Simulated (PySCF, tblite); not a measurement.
# C8H12Si: geometry, infrared bands and NMR shifts

Wanted: the infrared bands and NMR shifts of C8H12Si (`CC#CC1=C[C@@H](C)[SiH2]C1`), by calculation.

Programs: tblite 0.8.0 and PySCF 2.14.0, with density-fitted response routines of our own. Each step states its level of theory. These are calculated values for one molecule in the gas phase, unless marked as measured. Atoms count from 0, in the outputs and in this text.

### Step 1. Starting geometry

21 atoms, charge 0, multiplicity 1; geometry from: force field or distance geometry start.

Bonds of the start (Å): C0–C1 1.47, C1–C2 1.21, C2–C3 1.48, C3–C4 1.27, C4–C5 1.47, C5–C6 1.51, C5–Si7 1.86, Si7–C8 1.90, C8–C3 1.49, C0–H9 1.11, C0–H10 1.11, C0–H11 1.10, C4–H12 1.13, C5–H13 1.12, C6–H14 1.09, C6–H15 1.10, C6–H16 1.13, Si7–H17 1.45, Si7–H18 1.46, C8–H19 1.12, C8–H20 1.08.

### Step 2. Optimising the geometry with GFN2-xTB

Job settings and geometry (Å):

```
{"job": {"kind": "relax", "xc": "GFN2-xTB", "basis": "xTB"}, "charge": 0, "multiplicity": 1}
C      4.424500     0.105500    -0.209700
C      2.966900    -0.035300    -0.061800
C      1.772400    -0.157500     0.100800
C      0.308400    -0.308900     0.263600
C     -0.469500     0.638000     0.591000
C     -1.917900     0.406000     0.740800
C     -2.752500     1.560200     0.249100
Si    -2.058600    -1.103200    -0.336300
C     -0.287300    -1.659300     0.068500
H      4.786600    -0.847100    -0.652000
H      4.672300     0.904400    -0.945500
H      4.926800     0.322300     0.742100
H     -0.087800     1.690300     0.756500
H     -2.173900     0.114700     1.790500
H     -3.825400     1.482000     0.447400
H     -2.520400     1.676500    -0.823200
H     -2.327500     2.481300     0.748900
H     -2.202100    -0.746600    -1.739100
H     -3.041100    -2.071400     0.145800
H     -0.360300    -2.232600     1.030400
H      0.157300    -2.202400    -0.753500
```

Started as:

```console
OMP_NUM_THREADS=1 python probes_run.py task.json out
```

The driver reads the jobs from task.json and runs them one after another.

**Question.** This job is followed by: GFN2-xTB harmonic vibrations, gas phase; GIAO PBE0/pcSseg-1 NMR shielding, non-relativistic, gas phase. Predict these results of the whole session: strongest single infrared mode (GFN2-xTB); zero-point energy (GFN2-xTB); ¹³C shifts against TMS (PBE0/pcSseg-1); ¹H shifts against TMS (PBE0/pcSseg-1, means over atoms taken as alike); ²⁹Si shifts against TMS (PBE0/pcSseg-1).

**Answer**, as computed:

```
                                                              quantity                                                value
                             strongest single infrared mode (GFN2-xTB)                                2244 cm⁻¹, 507 km/mol
                                          zero-point energy (GFN2-xTB)                                       104.6 kcal/mol
                                ¹³C shifts against TMS (PBE0/pcSseg-1)  152.5, 130.1, 96.3, 85.9, 28.8, 22.1, 21.4, 5.9 ppm
¹H shifts against TMS (PBE0/pcSseg-1, means over atoms taken as alike)   6.19, 4.42, 4.05, 2.31, 2.18, 1.92, 1.86, 1.24 ppm
                               ²⁹Si shifts against TMS (PBE0/pcSseg-1)                                            -25.5 ppm
```

In words: Over 100 steps the energy fell by 0.703 eV; of the close pairs, C2–C3 changed most, 1.481 to 1.412 Å. The lowest mode is imaginary (25i cm⁻¹), so the xTB geometry is not a minimum. The strongest single mode, at 2244 cm⁻¹, moves mainly H18 and H17. GFN2-xTB is a fitted tight-binding method: band positions and strengths are rough. Its intensities can rank the bands wrongly. The most deshielded hydrogen is H12 (hydrogen on an alkene CH), at 6.19 ppm: a vinylic proton, deshielded by the sp2 carbon and the C=C anisotropy. At PBE0/pcSseg-1: The largest span, 277 ppm, is at C2, where the paramagnetic term is -145 ppm.
